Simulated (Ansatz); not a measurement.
Run this with the Python package of Ansatz (0.2.0) and show what comes out.

`run_dfpt.py`:
```python
'''DFPT phonons of TiGeSb.'''

from pathlib import Path

import ansatz as az
import numpy as np

vectors = np.array([
    [3.7022, 0.0, 0.0],
    [0.0, 3.7022, 0.0],
    [0.0, 0.0, 8.2137],
])
xtal = (
    az.Lattice.of(vectors)
    .atom('Ti', (0.5, 0.0, 0.24875))
    .atom('Ti', (0.0, 0.5, 0.75125))
    .atom('Ge', (0.0, 0.0, 0.0))
    .atom('Ge', (0.5, 0.5, 0.0))
    .atom('Sb', (0.5, 0.0, 0.61556))
    .atom('Sb', (0.0, 0.5, 0.38444))
)

job = (
    xtal.calculation()
    .basis(12 * az.Ha, xc_grid=1)
    .occupations('Marzari-Vanderbilt', width=0.01)
    .scf(tolerance=1e-06, max_iterations=150, extra_bands=12)
    .functional('pbesol')
    .kpoints(8, 8, 4)
    .phonons('dfpt', points=[(0, 0, 0), (0, 0, 0.5)])
)
done = job.run(runs_dir='runs')
ph = done.phonons

for q in ph.qpoints:
    thz = np.asarray(q.omega_inv_cm) / 33.35641
    print('q = ({:.2f}, {:.2f}, {:.2f})'.format(*q.q_frac), np.round(thz, 2) + 0.0, 'THz')
```

Running `python run_dfpt.py` prints:
```text
DeckWarning: basis.ecutwfc = 326.536634951856 eV is below the records' recommended 420 eV, and the density's cutoff is lower with it unless basis.ecutrho_ratio is high enough to keep the records' density cutoff: compare with a run at a higher cutoff
q = (0.00, 0.00, 0.00) [0.   0.   0.   2.87 2.87 3.23 3.38 3.38 4.01 4.06 6.27 6.27 7.07 7.07
 7.35 7.37 7.37 7.47] THz
q = (0.00, 0.00, 0.50) [1.85 1.85 1.87 1.87 1.88 2.61 3.36 3.4  3.4  4.1  5.78 5.78 7.04 7.04
 7.07 7.07 7.11 7.37] THz
```
(Warnings from the package without file and line.)

Caveats:
- The settings weren't tested for convergence.
- The cutoff lies under the one recommended for these potentials.
- The cell isn't relaxed first, so the values belong to this volume.
- The starting cell is as deposited in a crystallographic database; the results hold for this polymorph, which needn't be the stable one.
- The structure is taken as given; imaginary modes can come from an unrelaxed or unstable start. Phonons of metals also depend on mesh and smearing.
- Wall time of the script: 2.6 min on 1 thread of AMD EPYC 9R45 (Zen 5) (shared host), peak memory 1.5 GiB.

(Lines on the test bed's own set-up are left out of the output.)
